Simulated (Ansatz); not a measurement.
# RuB2 (MoSi2 type): equation of state

One table from this session's results is given with a row withheld; the runs are named, their logs left out.

Computed with Ansatz 0.2.0 (DFT PBEsol, scalar-relativistic, plane waves, PAW, unless a step's input says otherwise).

2 further runs of the same task are left out: 2 that didn't finish.

### The structure to begin with

Symmetry: I4/mmm, No. 139, tetragonal system. The conventional cell has a = 2.724 Å, b = 2.724 Å, c = 6.812 Å, α = 90.00°, β = 90.00°, γ = 90.00°. Around Ru (site symmetry 4/mmm) lie 10 B at 2.20 to 2.27 Å. B (site symmetry 4mm) has 5 B at 2.17 to 2.40 Å and 5 Ru at 2.20 to 2.27 Å as nearest neighbours.

As a file:

```cif
data_structure
_symmetry_space_group_name_H-M 'P 1'
_symmetry_Int_Tables_number 1
_cell_length_a 3.9128
_cell_length_b 3.9128
_cell_length_c 3.9128
_cell_angle_alpha 139.255
_cell_angle_beta 139.255
_cell_angle_gamma 58.986
_cell_volume 25.28
loop_
_atom_site_label
_atom_site_type_symbol
_atom_site_fract_x
_atom_site_fract_y
_atom_site_fract_z
_atom_site_occupancy
Ru1 Ru 0.00000 0.00000 0.00000 1
B1 B 0.32364 0.32364 0.00000 1
B2 B 0.67636 0.67636 0.00000 1
```

This cell comes from an earlier session at PBEsol: 8.426 Å³/atom at -0.02 GPa, on a 16×16×16 mesh.

Volume factors to run: 0.980, 1.020, 0.960, 1.040.

The first run:

File input.yaml:

```yaml
crystal:
  lattice:
    - [-1.3530033264, 1.3530033264, 3.3829323629]
    - [1.3530033264, -1.3530033264, 3.3829323629]
    - [1.3530033264, 1.3530033264, -3.3829323629]
  atoms:
    - { symbol: Ru, position: [0.0, 0.0, 0.0] }
    - { symbol: B, position: [0.3236448641, 0.3236448641, 0.0] }
    - { symbol: B, position: [0.6763551359, 0.6763551359, 0.0] }
basis:
  ecutwfc: 420
  ecutrho_ratio: 4
kpoints:
  mp_grid: { grid: [16, 16, 16] }
hamiltonian:
  xc: pbesol
scf:
  occupations: { method: gaussian, width: 0.05 }
output:
  forces: true
  stress: true
  eigenvalues: true
relax:
  f_tol: 0.01
  max_steps: 40
  cell: { stress_tol: 0.1, fix: [volume] }
```

Command:

```bash
$ ansatz run input.yaml --threads 4 --pin off --max-ram 4096MiB --backend cpu --events-out ev --progress --plain --runs-dir out
```

Steps of the session up to this table: At 0.980 of the relaxed volume; At 1.020 of the relaxed volume; Volume × 0.960; At 1.040 of the relaxed volume.

One of the session's tables, all rows but one given; the rest of the session is left out.

| volume (Å³/atom) | energy (meV/atom) | pressure (GPa) |
| --- | --- | --- |
| 8.089 | 15.53 | 15.33 |
| 8.257 | ? | ? |
| 8.426 | 0.00 | -0.02 |
| 8.594 | 3.54 | -6.60 |
| 8.763 | 13.64 | -12.51 |

Estimate the missing values for volume (Å³/atom) = 8.257.

Worked estimate for «energy (meV/atom)». A straight line through the neighbours (8.089, 15.53) and (8.426, 0.00) gives 15.53 + (0.00 − 15.53) × (8.257 − 8.089) / (8.426 − 8.089) = 7.79; a parabola fitted to 3 rows on both sides gives 4.01.

As computed: energy (meV/atom): 3.74; pressure (GPa): 7.26. In «energy (meV/atom)» the line misses by +4.05 and the parabola by +0.27.

volume (Å³/atom), energy (meV/atom) and a bar:
```
     8.09       15.5 ##############################
     8.26        3.7 #######
     8.43        0.0 
     8.59        3.5 #######
     8.76       13.6 ##########################
```
